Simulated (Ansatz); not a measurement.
Working through a ranking of polymorphs by energy of 2 structures of YZn

Program: Ansatz 0.2.0 through its Python package.

The script reads `yzn_pm_3m.xyz`:
```text
2
Lattice="3.56 0.0 0.0 0.0 3.56 0.0 0.0 0.0 3.56" Properties=species:S:1:pos:R:3 pbc="T T T"
Y     0.00000000    0.00000000    0.00000000
Zn    1.78000000    1.78000000    1.78000000
```

The script reads `yzn_fm_3m.vasp`:
```text
YZn
1.0
   0.00000000    2.96298700    2.96298700
   2.96298700    0.00000000    2.96298700
   2.96298700    2.96298700    0.00000000
Y Zn
1 1
Direct
   0.00000000    0.00000000    0.00000000
   0.50000000    0.50000000    0.50000000
```

Interactive session:
```pycon
>>> import csv
>>> import warnings
>>> import ansatz as az
>>> from ase.io import read
>>> import numpy as np
>>> import spglib
>>> def compute(name, crystal):
...     calc = crystal.calculation()
...     calc = calc.basis(24 * az.Ry, density_ratio=8)
...     calc = calc.functional('lda').scf(algorithm='density_mixing')
...     calc = calc.kpoints(spacing=0.26)
...     calc = calc.occupations('cold', width=0.1)
...     calc = calc.stress()
...     calc = calc.band_table()
...     return calc.run(threads=1, pin='off')
...
>>> def space_group(outcome):
...     sites = outcome.report['lattice']['sites']
...     kinds = sorted({site['symbol'] for site in sites})
...     cell = (outcome.lattice.cell_ang, [site['position_frac'] for site in sites], [kinds.index(site['symbol']) for site in sites])
...     return spglib.get_spacegroup(cell, symprec=0.01)
...
>>> def pressure_gpa(outcome):
...     return float(np.trace(outcome.report['stress_gpa']) / 3)
...
>>> def volume_per_atom(outcome):
...     return abs(np.linalg.det(outcome.lattice.cell_ang)) / len(outcome.lattice.sites)
...
>>> warnings.simplefilter('ignore', az.DeckWarning)
>>> phases = {}
>>> pm_3m = az.Crystal.from_extxyz('yzn_pm_3m.xyz')
>>> phases['Pm-3m'] = pm_3m
>>> atoms = read('yzn_fm_3m.vasp', format='vasp')
>>> fm_3m = az.Crystal.from_ase(atoms)
>>> phases['Fm-3m'] = fm_3m
>>> done = {}
>>> for name, crystal in phases.items():
...     try:
...         done[name] = compute(name, crystal)
...     except az.NonConvergedError as error:
...         print(name, 'did not converge:', str(error)[:120])
...

>>> energy = {name: o.report['energy_sigma0_ev'] / len(o.lattice.sites) for name, o in done.items()}
>>> lowest = min(energy.values())
>>> rows = [(name, len(o.lattice.sites), 1000 * (energy[name] - lowest), space_group(o), pressure_gpa(o), volume_per_atom(o)) for name, o in done.items()]
>>> rows.sort(key=lambda row: row[2])
>>> with open('polymorphs.csv', 'w', newline='') as handle:
...     writer = csv.writer(handle)
...     writer.writerow(['phase', 'atoms', 'dE (meV/atom)', 'space group', 'P (GPa)', 'V (A^3/atom)'])
...     writer.writerows([round(v, 4) if isinstance(v, float) else v for v in row] for row in rows)
...
60
>>> print(open('polymorphs.csv').read())
phase,atoms,dE (meV/atom),space group,P (GPa),V (A^3/atom)
Pm-3m,2,0.0,Pm-3m (221),-4.5591,22.559
Fm-3m,2,325.4466,Fm-3m (225),-4.4982,26.0129
>>> print('lowest in energy:', rows[0][0])
lowest in energy: Pm-3m
```

By space group at the end of each run: Pm-3m (+0 meV an atom, 22.6 Å³) and Fm-3m (+325 meV an atom, 26.0 Å³).

Caveats:
- The settings weren't tested for convergence.
- The cutoff lies under the one recommended for these potentials.
- Under the recommended cutoff a pressure can be off by several GPa, even in sign.
- For the metals among these phases the mesh is modest: differences between phases can be off by up to 40 meV an atom.
- Pressure is positive in compression.
- The cells come from databases of deposited and of computed structures, and not all need be stable phases.
- The ranking holds among these structures alone, at zero temperature; the ground state may be another structure. Differences under about 40 meV an atom lie within the error of mesh and functional.
- The script silences the warnings on its input, which a real study should read.
- Hardware and time: 2.6 s on 1 thread of Arm Neoverse V2, with other jobs on the host, peak memory 0.44 GiB.

(Lines on the test bed's own set-up are left out of the output.)
